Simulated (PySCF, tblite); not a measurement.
# C3H9Ge2NO: geometry, infrared bands and NMR shifts

What infrared bands and NMR shifts should C3H9Ge2NO (`O=[C]1[GeH2][CH2]C[NH][GeH2]1`) show?

The runs use tblite 0.8.0 and PySCF 2.14.0, with density-fitted response routines of our own; the level of theory stands in each step. All values are computed, except where a source is named. Atoms are numbered from 0 throughout.

## Step 1: Starting geometry

16 atoms, charge 0, multiplicity 1; geometry from: force field or distance geometry start.

Bonds of the start (Å): O0–C1 1.23, C1–Ge2 1.95, Ge2–C3 1.96, C3–C4 1.50, C4–N5 1.45, N5–Ge6 1.89, Ge6–C1 1.92, Ge2–H7 1.55, Ge2–H8 1.53, C3–H9 1.10, C3–H10 1.14, C4–H11 1.13, C4–H12 1.11, N5–H13 1.04, Ge6–H14 1.54, Ge6–H15 1.54.

## Step 2: Relaxing the molecule with GFN2-xTB

The job: settings as JSON, then the geometry in Å.

```
{"job": {"kind": "relax", "xc": "GFN2-xTB", "basis": "xTB"}, "charge": 0, "multiplicity": 1}
O      2.018700     1.451500     1.543100
C      1.306700     0.959500     0.663500
Ge     1.632700    -0.859300     0.042600
C     -0.167800    -1.576200    -0.269000
C     -1.249900    -0.605100     0.100000
N     -1.328100     0.550600    -0.776900
Ge    -0.151300     1.892300    -0.159100
H      2.387300    -0.666900    -1.302300
H      2.431300    -1.675400     1.055300
H     -0.289600    -2.032600    -1.264600
H     -0.271900    -2.430100     0.479900
H     -2.218000    -1.159500    -0.060700
H     -1.184500    -0.212100     1.135300
H     -2.279900     0.951600    -0.680600
H      0.313600     2.698800    -1.382700
H     -0.956800     2.722000     0.864700
```

Run with:

```
> OMP_NUM_THREADS=1 python probes_run.py task.json out
```

The driver reads the jobs from task.json and runs them one after another.

**Question.** This job is followed by: GFN2-xTB harmonic vibrations, gas phase; GIAO PBE0/pcSseg-1 NMR shielding, non-relativistic, gas phase. What will the session give for the following? strongest single infrared mode (GFN2-xTB); zero-point energy (GFN2-xTB); 13C shifts against TMS (PBE0/pcSseg-1); 1H shifts against TMS (PBE0/pcSseg-1, means over atoms taken as alike); 17O shifts against H2O (PBE0/pcSseg-1); 73Ge shifts against GeMe4 (PBE0/pcSseg-1); 15N shifts against NH3 (PBE0/pcSseg-1).

The runs gave:

```
                                                              quantity                             value
                             strongest single infrared mode (GFN2-xTB)             1967 cm⁻¹, 672 km/mol
                                          zero-point energy (GFN2-xTB)                     66.5 kcal/mol
                                13C shifts against TMS (PBE0/pcSseg-1)             298.9, 47.9, 31.2 ppm
1H shifts against TMS (PBE0/pcSseg-1, means over atoms taken as alike)  4.89, 4.39, 3.29, 2.05, 1.30 ppm
                                17O shifts against H2O (PBE0/pcSseg-1)                        1146.1 ppm
                             73Ge shifts against GeMe4 (PBE0/pcSseg-1)                    -152, -209 ppm
                                15N shifts against NH3 (PBE0/pcSseg-1)                          44.2 ppm
```

In words: The optimisation took 143 steps and gained 0.605 eV; among the close pairs (by a distance rule), C1–Ge6 changed most, from 1.916 to 2.024 Å. No mode is imaginary among the 42: a minimum at this level. The strongest single mode, at 1967 cm⁻¹, moves mainly H8 and H7. GFN2-xTB is a fitted tight-binding method: band positions and strengths are rough. Its intensities can rank the bands wrongly. At PBE0/pcSseg-1: The widest tensor belongs to O0: span 2589 ppm, with a paramagnetic part of -1209 ppm. Spin-orbit coupling is left out, which matters for shieldings and couplings at and beside the heavy atoms.
